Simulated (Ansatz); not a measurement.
**Nudged elastic band run: Al$_{6}$GeH$_{2}$N$_{6}$**

input.yaml

```yaml
crystal:
  lattice:
    - [5.445568, 0.0, 0.0]
    - [-2.722784, 5.285196, 0.0]
    - [0.0, 0.0, 16.323963]
  atoms:
    - { symbol: Al, position: [0.6666667, 0.0, 0.0612596] }
    - { symbol: Al, position: [0.19205391, 0.51980282, 0.09306569] }
    - { symbol: "N", position: [0.55656433, 0.66187506, 0.07831301] }
    - { symbol: "N", position: [0.99801739, 0.18624393, 0.12429413] }
    - { symbol: Al, position: [0.26143695, 0.06488769, 0.12602046] }
    - { symbol: Al, position: [0.70650032, 0.58856203, 0.17015533] }
    - { symbol: "N", position: [0.09388332, 0.72135116, 0.1564259] }
    - { symbol: "N", position: [0.53161859, 0.24058765, 0.19972036] }
    - { symbol: Al, position: [0.81336156, 0.17304808, 0.23479541] }
    - { symbol: Al, position: [0.28224752, 0.70137587, 0.25294141] }
    - { symbol: "N", position: [0.66119032, 0.79698422, 0.26070819] }
    - { symbol: "N", position: [-0.00916626, 0.46031602, 0.30747591] }
    - { symbol: Ge, position: [0.77873614, 0.61590105, 0.34506924] }
    - { symbol: H, position: [0.97085005, 0.83643655, 0.4007358] }
    - { symbol: H, position: [0.5113029, 0.42768669, 0.38695517] }
basis:
  ecutwfc: 420.0
kpoints:
  mp_grid: { grid: [2, 2, 1] }
hamiltonian:
  xc: pbesol
  pseudopotentials: { kind: paw, azcp: { folder: soft_1 } }
scf:
  occupations: { method: gaussian, width: 0.05 }
  lower_state_search: "off"
  max_iter: 79
neb:
  images: 4
  f_tol: 0.05
  max_iterations: 50
  order_check: false
  climbing: false
  constraints: [{ sites: [0] }]
  final_atoms:
    - { symbol: Al, position: [0.66666663, 0.0, 0.06125963] }
    - { symbol: Al, position: [0.20940104, 0.53787538, 0.10833242] }
    - { symbol: "N", position: [0.57103647, 0.67429846, 0.08811399] }
    - { symbol: "N", position: [1.0026214, 0.19332308, 0.12263904] }
    - { symbol: Al, position: [0.27242683, 0.07295079, 0.13696461] }
    - { symbol: Al, position: [0.7159487, 0.61637071, 0.18435868] }
    - { symbol: "N", position: [0.10514443, 0.72674301, 0.17827594] }
    - { symbol: "N", position: [0.53982814, 0.27588647, 0.20809495] }
    - { symbol: Al, position: [0.80141791, 0.17452785, 0.22439562] }
    - { symbol: Al, position: [0.27677711, 0.70604935, 0.2794934] }
    - { symbol: "N", position: [0.66922795, 0.83734356, 0.26781318] }
    - { symbol: "N", position: [0.0601955, 0.34572686, 0.31162761] }
    - { symbol: Ge, position: [0.99877733, 0.97259164, 0.34163777] }
    - { symbol: H, position: [0.9343765, 0.352817, 0.35806932] }
    - { symbol: H, position: [0.87307178, 0.98038546, 0.42789808] }
```

Launched with:

```bash
$ ansatz run input.yaml --threads 1 --pin off --max-ram 3072MiB --backend cpu --events-out ev --progress --plain --runs-dir out
```

Output, in part (warnings, iteration lines):

```
NEB end point (image 0): max|allowed force component| = 1.583e-2 eV/Å (the criterion of neb.relax_end_points is 1.000e-2)
NEB end point (image 5): max|allowed force component| = 2.619e-2 eV/Å (the criterion of neb.relax_end_points is 1.000e-2)
NEB iter   1: max|band force component| = 2.041e1 eV/Å  barrier→ = 6.0369 eV  barrier← = 7.2166 eV  Δτ_max = 0.2000 Å  (73 SCF iters)
NEB iter   2: max|band force component| = 6.994e0 eV/Å  barrier→ = 3.4700 eV  barrier← = 4.6497 eV  Δτ_max = 0.2000 Å  (38 SCF iters)
NEB iter   3: max|band force component| = 5.908e0 eV/Å  barrier→ = 2.5568 eV  barrier← = 3.7366 eV  Δτ_max = 0.1009 Å  (37 SCF iters)
NEB iter   4: max|band force component| = 1.755e0 eV/Å  barrier→ = 2.1494 eV  barrier← = 3.3291 eV  Δτ_max = 0.2000 Å  (35 SCF iters)
NEB iter   5: max|band force component| = 1.624e0 eV/Å  barrier→ = 1.4373 eV  barrier← = 2.6170 eV  Δτ_max = 0.1023 Å  (35 SCF iters)
NEB iter   6: max|band force component| = 1.056e0 eV/Å  barrier→ = 1.1993 eV  barrier← = 2.3790 eV  Δτ_max = 0.2000 Å  (33 SCF iters)
NEB iter   7: max|band force component| = 1.615e0 eV/Å  barrier→ = 0.8114 eV  barrier← = 1.9911 eV  Δτ_max = 0.1003 Å  (35 SCF iters)
NEB iter   8: max|band force component| = 5.573e-1 eV/Å  barrier→ = 0.7794 eV  barrier← = 1.9591 eV  Δτ_max = 0.2000 Å  (34 SCF iters)
NEB iter   9: max|band force component| = 3.074e0 eV/Å  barrier→ = 0.6452 eV  barrier← = 1.8249 eV  Δτ_max = 0.0992 Å  (37 SCF iters)
NEB iter  10: max|band force component| = 1.065e0 eV/Å  barrier→ = 0.6219 eV  barrier← = 1.8016 eV  Δτ_max = 0.1988 Å  (33 SCF iters)
NEB iter  11: max|band force component| = 2.883e-1 eV/Å  barrier→ = 0.6074 eV  barrier← = 1.7871 eV  Δτ_max = 0.1992 Å  (35 SCF iters)
NEB iter  12: max|band force component| = 1.267e-1 eV/Å  barrier→ = 0.5738 eV  barrier← = 1.7535 eV  Δτ_max = 0.1271 Å  (34 SCF iters)
NEB iter  13: max|band force component| = 1.682e-1 eV/Å  barrier→ = 0.5363 eV  barrier← = 1.7160 eV  Δτ_max = 0.0449 Å  (33 SCF iters)
NEB iter  14: max|band force component| = 9.006e-2 eV/Å  barrier→ = 0.5276 eV  barrier← = 1.7073 eV  Δτ_max = 0.0638 Å  (28 SCF iters)
NEB iter  15: max|band force component| = 4.795e-2 eV/Å  barrier→ = 0.5278 eV  barrier← = 1.7075 eV  Δτ_max = 0.0000 Å  (30 SCF iters)
```

The forces met the threshold. The profile has 2 maxima (images 1, 4) with wells between them (image 3): this band takes more than one step, which may be the mechanism or a detour left from its start path. Neighbouring images differ by up to 1.3 eV, so the band resolves the path poorly. No image climbed, so the highest image needn't sit at the top of the path. A band with more images between the same ends climbed to 1.73 eV, so this one has probably stepped over the top. Limits of this set-up: coarse k mesh, thin slab, slab without dipole correction, no dispersion correction for a molecule that may bind weakly, PAW files made for another functional.

Final band (atoms are numbered from 1 in the order of the input):

```
image  path coordinate (Å)  energy (eV)  Ge13–H14 (Å)  Al9–Ge13 (Å)  N12–H14 (Å)
    0                 0.00         0.00          1.54          3.27         2.75
    1                 1.42         0.53          1.56          3.33         2.26
    2                 2.85         0.45          1.98          3.29         1.08
    3                 4.27        -0.82          2.79          3.30         1.03
    4                 5.70        -0.65          2.88          2.88         1.03
    5                 7.12        -1.18          2.46          2.73         1.04
```

Run time: 5.4 min on 1 thread of Arm Neoverse V2, with other jobs on the host, peak memory 0.75 GiB.
